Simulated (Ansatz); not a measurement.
# C2H6In (SMILES C[In]C) at UHF/3-21G

Aim: the electronic atomisation energy of C2H6In at UHF/3-21G, from 4 runs. 

Program for the calculation: Ansatz 0.2.0.

33 further runs of the same task are left out: 33 set aside as unsound or not needed.

### Step 1. The system as given

C2H6In: 9 atoms, total charge 0, spin state doublet. As SMILES, `C[In]C`. The coordinates come from a PBE0-D4/def2-TZVP relaxation.

Bond lengths: C1–In2 2.198 Å, In2–C3 2.198 Å, C1–H4 1.093 Å, C1–H5 1.089 Å, C1–H6 1.093 Å, C3–H7 1.093 Å, C3–H8 1.089 Å, C3–H9 1.093 Å. Some angles: C1–In2–C3 117.7°, In2–C1–H4 108.5°, In2–C1–H5 112.1°, In2–C1–H6 108.5°, In2–C3–H7 108.5°, In2–C3–H8 112.1°, In2–C3–H9 108.5°, H4–C1–H5 109.5°, H4–C1–H6 108.7°, H5–C1–H6 109.5°.

### Step 2. A single-point energy at UHF/3-21G

Contents of input.yaml:

```yaml
crystal:
  periodic: [false, false, false]
  atoms:
    - {symbol: C, position_ang: [0.456290, 1.815870, 0.183390]}
    - {symbol: In, position_ang: [0.277560, 0.050300, -1.113490]}
    - {symbol: C, position_ang: [-0.450470, -1.814830, -0.206650]}
    - {symbol: H, position_ang: [-0.527030, 2.036110, 0.607180]}
    - {symbol: H, position_ang: [0.821920, 2.686500, -0.358540]}
    - {symbol: H, position_ang: [1.143860, 1.578810, 0.999510]}
    - {symbol: H, position_ang: [-1.445190, -1.633350, 0.208840]}
    - {symbol: H, position_ang: [-0.500920, -2.628420, -0.928380]}
    - {symbol: H, position_ang: [0.223960, -2.091000, 0.608130]}
basis:
  gaussian: {orbitals: 3-21G-spherical.json}
magnetization: {spin_polarized: true, initial_magnetization: 1}
hamiltonian: {xc: hf}
accuracy: high
output: {orbitals: {seedname: orbitals}}
```

The basis set 3-21G is read from a file made from the Basis Set Exchange's data (not shown).

Run with:

```
$ ansatz run input.yaml --threads 1 --pin off --max-ram 3480MiB --events-out events.jsonl --progress --plain --runs-dir runs
```

Standard output:

```text
Warning: RAYON_NUM_THREADS=1 ignored (pool sized by the plan → 1); use --threads N
Functional definition: HF
  name "HF"
  exchange = exact_x
  correlation = 0
1343 factors; integrals over basis functions are off by at most 2.8e-8 eV
mean field evaluation 1: about -157646.7329 eV, gradient 1.9e1 eV
mean field evaluation 2: about -157646.8933 eV, gradient 1.9e1 eV
mean field evaluation 4: about -157649.1390 eV, gradient 1.7e0 eV
mean field evaluation 8: about -157649.2125 eV, gradient 2.5e-1 eV
mean field evaluation 16: about -157649.2154 eV, gradient 1.1e-8 eV
mean field -157649.21542668 eV, -5793.5018084541 hartree, gradient 2.9e-8 eV, S^2 0.755690; 0 other end points of the search recorded, 0 dependent functions left out
reference -157649.21542668 eV, -5793.5018084541 hartree; 34, 33 occupied and 27, 28 virtual orbitals, 1343 factors
Total energy: -157649.21542668 eV, -5793.5018084541 hartree
```

It took 2.5 s on 1 thread of Arm Neoverse V1, shared host; peak memory 0.2 GiB.

### Step 3. The C atom at the same level

Contents of in.yaml:

```yaml
crystal:
  periodic: [false, false, false]
  atoms:
    - {symbol: C, position_ang: [0.000000, 0.000000, 0.000000]}
basis:
  gaussian: {orbitals: 3-21G.json}
magnetization: {spin_polarized: true, initial_magnetization: 2}
hamiltonian: {xc: hf}
accuracy: high
```

The basis set 3-21G is read from a file made from the Basis Set Exchange's data (not shown).

Run the same way, it converges to -37.48107 Eh (log not shown).

### Step 4. The H atom at the same level

Contents of input.yaml:

```yaml
basis:
  gaussian:
    orbitals: 3-21G.json
crystal:
  periodic: [false, false, false]
  atoms:
    - {symbol: H, position_ang: [0.000000, 0.000000, 0.000000]}
magnetization:
  spin_polarized: true
  initial_magnetization: 1
hamiltonian:
  xc: hf
accuracy: high
```

The basis set 3-21G is read from a file made from the Basis Set Exchange's data (not shown).

Run the same way, it converges to -0.49620 Eh (log not shown).

### Step 5. The In atom at the same level

Contents of input.yaml:

```yaml
crystal:
  periodic: [false, false, false]
  atoms:
    - {symbol: In, position_ang: [0.000000, 0.000000, 0.000000]}
basis:
  gaussian: {orbitals: 3-21G-spherical.json}
magnetization: {spin_polarized: true, initial_magnetization: 1}
hamiltonian: {xc: hf}
accuracy: high
```

The basis set 3-21G is read from a file made from the Basis Set Exchange's data (not shown).

Run with:

```
$ ansatz run input.yaml --threads 1 --pin off --max-ram 3480MiB --events-out events.jsonl --progress --plain --runs-dir runs
```

Standard output:

```text
Warning: RAYON_NUM_THREADS=1 ignored (pool sized by the plan → 1); use --threads N
[... 4 set-up lines as earlier in the session ...]
291 factors; integrals over basis functions are off by at most 4.8e-9 eV
mean field evaluation 1: about -155505.4357 eV, gradient 1.8e0 eV
mean field evaluation 2: about -155505.4517 eV, gradient 1.8e0 eV
mean field evaluation 4: about -155505.5287 eV, gradient 6.1e-2 eV
mean field evaluation 8: about -155505.5284 eV, gradient 1.3e-4 eV
mean field evaluation 16: about -155505.5283 eV, gradient 1.8e-2 eV
mean field -155505.52835575 eV, -5714.7227616408 hartree, gradient 1.6e-8 eV, S^2 0.750435; 3 other end points of the search recorded, 0 dependent functions left out
reference -155505.52835575 eV, -5714.7227616408 hartree; 25, 24 occupied and 6, 7 virtual orbitals, 291 factors
Total energy: -155505.52835575 eV, -5714.7227616408 hartree
```

Run time: 0.32 s. Hardware: 1 thread of Arm Neoverse V1, shared host.

### Step 6. Summary of results

Level: UHF/3-21G.

| quantity | value |
| --- | --- |
| molecule: total energy | -5793.50181 Eh |
| molecule: HOMO energy (highest over α and β) | -6.85 eV |
| molecule: LUMO energy (lowest over α and β) | 1.06 eV |
| molecule: ⟨S²⟩ | 0.756 |
| C atom: total energy | -37.48107 Eh |
| C atom: ⟨S²⟩ | 2.001 |
| H atom: total energy | -0.49620 Eh |
| H atom: ⟨S²⟩ | 0.750 |
| In atom: total energy | -5714.72276 Eh |
| In atom: ⟨S²⟩ | 0.750 |
| electronic atomisation energy | 22.850 eV |

In words: Taking the molecule apart into free atoms costs 22.85 eV (527 kcal/mol), before zero-point energy and without spin-orbit coupling. Hartree–Fock lacks the correlation of the bonding pairs, which as a rule makes this value much too low; in minimal bases other errors can mask that. The basis has no polarisation functions, which makes bonds too weak. Relativity is left out (molecule) although the molecule holds a heavy atom. Relativity is left out (In atom) although the molecule holds a heavy atom.
